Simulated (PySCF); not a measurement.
**BF3: singlet, from a trigonal planar start**

Where does singlet BF3 go from a trigonal planar start, is the end point a minimum, and what are its modes, charges and moments?

Computed with PySCF 2.14.0. Level: PBE0, basis B def2-TZVP, F def2-TZVP, no relativity, density fitting.

## (1) The starting structure

4 atoms, charge 0, spin multiplicity 1.

Bond lengths: B1–F2 1.490 Å, B1–F3 1.490 Å, B1–F4 1.490 Å. Angles: F2–B1–F3 120.0°, F2–B1–F4 120.0°, F3–B1–F4 120.0°.

Z-matrix (Å, degrees; charge 0 multiplicity 1):
```
B
F  1 1.4900
F  1 1.4900 2 120.00
F  1 1.4900 2 120.00 3 180.00
```

## (2) First SCF at the start

One driver script runs all steps and calls PySCF; scf.py shows how it sets up the SCF of each step. The optimiser is the driver's own. After this first run the driver tries any further starts and a stability analysis.

scf.py

```python
from pyscf import gto, scf, dft
mol = gto.M(atom='''
B      0.000000     0.000000     0.000000
F      1.490000     0.000000     0.000000
F     -0.745000     1.290400     0.000000
F     -0.745000    -1.290400     0.000000''',
    basis={'B': 'def2-TZVP', 'F': 'def2-TZVP'},
    charge=0, spin=0)
mf = dft.RKS(mol, xc='PBE0')
mf.grids.atom_grid = (50, 194)
aux = {'B': 'def2-universal-JKFIT', 'F': 'def2-universal-JKFIT'}
mf = mf.density_fit(auxbasis=aux)
mf.conv_tol = 1e-08
mf.diis_space = 10
mf.max_cycle = 60
mf.init_guess = 'minao'
mf.verbose = 4
mf.kernel()
```

Launch:

```console
$ OMP_NUM_THREADS=4 python axn.py task.json out
```

Further steps of the session: Relaxation: trigonal planar start, singlet; Frequencies.

What does the calculation give? Wanted: minimum; geometry; wavenumbers; dipole moment; highest occupied, lowest empty level; polar-tensor charge of B1; zero-point energy; atomisation energy.

As calculated:

| quantity | value |
| --- | --- |
| minimum | singlet, D3h |
| geometry | B–F 1.311 Å (×3); F–B–F 120.0° (×3) |
| wavenumbers (cm⁻¹) | 475 (e'), 686 (a2''), 897 (a1'), 1478 (e') |
| dipole moment | 0.00 D |
| highest occupied, lowest empty level | -12.22, 0.46 eV |
| polar-tensor charge of B1 | +1.67 e |
| zero-point energy | 32.8 kJ/mol |
| entropy at 298.15 K | 254.6 J/(mol K) |
| atomisation energy (no zero-point energy) | 1950 kJ/mol |

In words: The molecule stays D3h, as typed, and the end point is a minimum. The strongest infrared band lies at 1478 cm⁻¹ (e'). The dipole vanishes although B1 carries +1.7 e by the polar tensor: the bond dipoles cancel. Only this shape and spin were tried, so other structures or states may lie lower.
